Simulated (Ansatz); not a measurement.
# LiTlS2: the cost of one run

Program: Ansatz 0.2.0. Level of theory: DFT, plane waves, PAW, no spin polarisation. These are calculated values, not measurements.

**1. Starting point**

The cell holds 16 atoms (Li4S8Tl4): a = 8.134 Å, b = 8.134 Å, c = 5.719 Å, α = 90.00°, β = 90.00°, γ = 90.00°.

Coordinates:

```xyz
16
Lattice="8.1335 0.0000 0.0000 0.0000 8.1335 0.0000 0.0000 0.0000 5.7188" Properties=species:S:1:pos:R:3 pbc="T T T"
Li    0.0000    0.0000    0.0000
S     0.0000    2.0334    1.3205
Tl    2.0334    2.0334    2.8594
S     2.0334    0.0000    4.3983
Li    0.0000    4.0668    0.0000
S     0.0000    6.1002    1.3205
Tl    2.0334    6.1002    2.8594
S     2.0334    4.0668    4.3983
Li    4.0668    0.0000    0.0000
S     4.0668    2.0334    1.3205
Tl    6.1002    2.0334    2.8594
S     6.1002    0.0000    4.3983
Li    4.0668    4.0668    0.0000
S     4.0668    6.1002    1.3205
Tl    6.1002    6.1002    2.8594
S     6.1002    4.0668    4.3983
```

**2. Run 1: r2SCAN**

File input.yaml:

```yaml
crystal:
  lattice:
    - [8.1335437034, 0.0, 0.0]
    - [0.0, 8.1335437034, 0.0]
    - [0.0, 0.0, 5.7187778241]
  atoms:
    - { symbol: Li, position: [0.0, 0.0, 0.0] }
    - { symbol: S, position: [0.0, 0.25, 0.2309016892] }
    - { symbol: Tl, position: [0.25, 0.25, 0.5] }
    - { symbol: S, position: [0.25, 0.0, 0.7690983108] }
    - { symbol: Li, position: [0.0, 0.5, 0.0] }
    - { symbol: S, position: [0.0, 0.75, 0.2309016892] }
    - { symbol: Tl, position: [0.25, 0.75, 0.5] }
    - { symbol: S, position: [0.25, 0.5, 0.7690983108] }
    - { symbol: Li, position: [0.5, 0.0, 0.0] }
    - { symbol: S, position: [0.5, 0.25, 0.2309016892] }
    - { symbol: Tl, position: [0.75, 0.25, 0.5] }
    - { symbol: S, position: [0.75, 0.0, 0.7690983108] }
    - { symbol: Li, position: [0.5, 0.5, 0.0] }
    - { symbol: S, position: [0.5, 0.75, 0.2309016892] }
    - { symbol: Tl, position: [0.75, 0.75, 0.5] }
    - { symbol: S, position: [0.75, 0.5, 0.7690983108] }
kpoints:
  mp_grid: { grid: [2, 2, 2] }
hamiltonian:
  xc: r2scan
scf:
  occupations: { method: fermi_dirac, width: 0.146 }
md:
  ensemble: npt_langevin
  temperature: 1700
  timestep: 1.0
  n_steps: 20
  initial_velocities: maxwell_boltzmann
  seed: 5864
```

Launch:

```console
> ansatz run input.yaml --threads 4 --pin off --max-ram 3686MiB --backend cpu --events-out ev --progress --plain --runs-dir out
```

**Question.** How long does this run take on 4 threads of AMD EPYC (Zen 3), shared host, and how much memory does it need?

About 5.1 min, with a peak of 2 GiB.
